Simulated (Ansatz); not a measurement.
# Ta, space group P6_3/mmc: a comparison of functionals at one structure

Program: Ansatz 0.2.0, Python API.

Notebook, run cell by cell (the value of a cell's last expression is shown):

```python
import ansatz as az
from tabulate import tabulate
```

```python
xtal = (
    az.Lattice.from_parameters(2.90037, 2.90037, 5.16627, alpha=90, beta=90, gamma=120)
    .space_group(194)
    .atom('Ta', (2 / 3, 1 / 3, 0.75))
)
```

```python
xtal.resolved().sites[-1]
```

    Site(symbol='Ta', position=(0.3333333333333333, 0.6666666666666666, 0.25), moment=None, axis=None, held=None, saved=None)

```python
calc = (
    xtal.calculation()
    .occupations('fermi_dirac', width=0.1)
    .kpoints(13, 13, 7)
    .stress()
)
```

```python
rows = []
for value in ['lda', 'pbesol', 'blyp']:
    rep = calc.functional(value).run().report
    rows.append((value, rep['free_energy_ev'] / len(rep['lattice']['sites']), rep['n_iterations'], sum(rep['stress_gpa'][i][i] for i in range(3)) / 3, rep['n_kpoints']))
```

    DeckWarning: basis.ecutwfc = 420 eV, auto-derived from the records' recommended cutoffs: set by Ta (normal level)

```python
print(tabulate(rows, headers=['functional', 'F/atom (eV)', 'iterations', 'P (GPa)', 'k-points'], floatfmt='.4f', tablefmt='github'))
```

    | functional   |   F/atom (eV) |   iterations |   P (GPa) |   k-points |
    |--------------|---------------|--------------|-----------|------------|
    | lda          |    -9682.2801 |            6 |  -11.5861 |         84 |
    | pbesol       |    -9806.2070 |            6 |   -6.8893 |         84 |
    | blyp         |    -9955.8659 |            6 |    5.2451 |         84 |

From lowest to highest: LDA (-11.6 GPa), PBEsol (-6.9 GPa) and BLYP (5.2 GPa). At a fixed cell a lower pressure usually means a smaller equilibrium volume, so LDA prefers the smallest cell and BLYP the largest.

Caveats:
- No spin polarisation was allowed.
- BLYP can be off by several per cent in the lattices of metals, and by several GPa in the pressure at a fixed cell.
- Pressure is positive in compression.
- Spin-orbit coupling, which matters for elements this heavy, is left out.
- This isn't the structure that Ta takes at ambient conditions.
- Warnings are shown shortened and without file and line.
- Total energies of different functionals can't be compared; pressures, moments and gaps at this one structure can.
- The whole script took 6.6 s on 1 thread of Arm Neoverse V2 (shared host), peak memory 0.39 GiB.
